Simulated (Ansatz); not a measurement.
# C₂H₇BClNSi: how energies converge with the basis set

How large a basis does C₂H₇BClNSi need? Two functionals are run in growing sets.

Method: one geometry, several basis sets; program: Ansatz 0.2.0, Gaussian basis.

Plan: PBE0-D4/def2-SVP; ωB97M-V/def2-SVP; PBE0-D4/def2-QZVPP; ωB97M-V/def2-QZVPP; the functionals' def2-TZVPP values are taken from earlier runs.

## 1. The relaxed structure

An earlier PBE0-D4 in a triple-zeta def2 set relaxation fixed the geometry.

SMILES `BN(C=C)[SiH2]Cl`, 13 atoms, charge 0, spin multiplicity 1.

Atoms are counted from 1 here; the program's logs count them from 0.

Bond lengths: B1–N2 1.411 Å, B1–H7 1.196 Å, B1–H8 1.194 Å, N2–C3 1.409 Å, N2–Si5 1.751 Å, C3–C4 1.327 Å, C3–H9 1.085 Å, C4–H10 1.081 Å, C4–H11 1.084 Å, Si5–Cl6 2.052 Å, Si5–H12 1.472 Å, Si5–H13 1.478 Å. Angles: N2–B1–H7 118.8°, N2–B1–H8 119.2°, H7–B1–H8 121.9°, B1–N2–C3 120.1°, B1–N2–Si5 119.4°, C3–N2–Si5 120.5°, N2–C3–C4 126.4°, N2–C3–H9 113.1°, C4–C3–H9 120.6°, C3–C4–H10 119.5°, C3–C4–H11 123.4°, H10–C4–H11 117.1°, N2–Si5–Cl6 111.1°, N2–Si5–H12 107.9°, N2–Si5–H13 109.5°, Cl6–Si5–H12 108.2°, Cl6–Si5–H13 107.2°, H12–Si5–H13 112.9°.

## 2. PBE0-D4 in def2-SVP

in.yaml

```yaml
crystal:
  periodic: [false, false, false]
  atoms:
    - {symbol: B, position_ang: [-1.302392, 0.816668, -1.192519]}
    - {symbol: N, position_ang: [-0.386359, 0.222328, -0.299564]}
    - {symbol: C, position_ang: [-0.157277, -1.166754, -0.344477]}
    - {symbol: C, position_ang: [0.752123, -1.837647, 0.351590]}
    - {symbol: Si, position_ang: [0.431268, 1.220407, 0.883690]}
    - {symbol: Cl, position_ang: [2.426745, 1.406558, 0.441857]}
    - {symbol: H, position_ang: [-1.885136, 0.119401, -1.970375]}
    - {symbol: H, position_ang: [-1.477323, 1.996908, -1.148556]}
    - {symbol: H, position_ang: [-0.816017, -1.684229, -1.034735]}
    - {symbol: H, position_ang: [0.825596, -2.910375, 0.236686]}
    - {symbol: H, position_ang: [1.449971, -1.365666, 1.033122]}
    - {symbol: H, position_ang: [-0.176479, 2.560950, 0.842209]}
    - {symbol: H, position_ang: [0.335579, 0.586951, 2.215771]}
basis:
  gaussian: {orbitals: def2-SVP}
hamiltonian: {xc: pbe0, dispersion: d4}
output: {orbitals: {seedname: orbitals}}
```

Command:

```console
> ansatz run in.yaml --threads 4 --pin off --events-out ev --progress --plain --max-ram 11315MiB
```

After this run come: ωB97M-V in def2-SVP; PBE0-D4 in def2-QZVPP; ωB97M-V in def2-QZVPP.

Before running them: what should the planned runs give, taken together? Wanted: PBE0-D4: double and triple zeta above quadruple; ωB97M-V: double and triple zeta above quadruple.

The runs gave:

| quantity | value |
| --- | --- |
| PBE0-D4: double and triple zeta above quadruple | 12.85, 0.89 eV |
| ωB97M-V: double and triple zeta above quadruple | 13.01, 0.84 eV |

**Reading.** PBE0-D4 gains 11.96 eV from double to triple zeta, then 0.89 eV more. Total energies overstate the basis error of differences, where much of it tends to cancel. The LUMO of ωB97M-V is positive and keeps falling with the basis (1.37 to 0.84 eV): an unbound level that the basis holds in place.
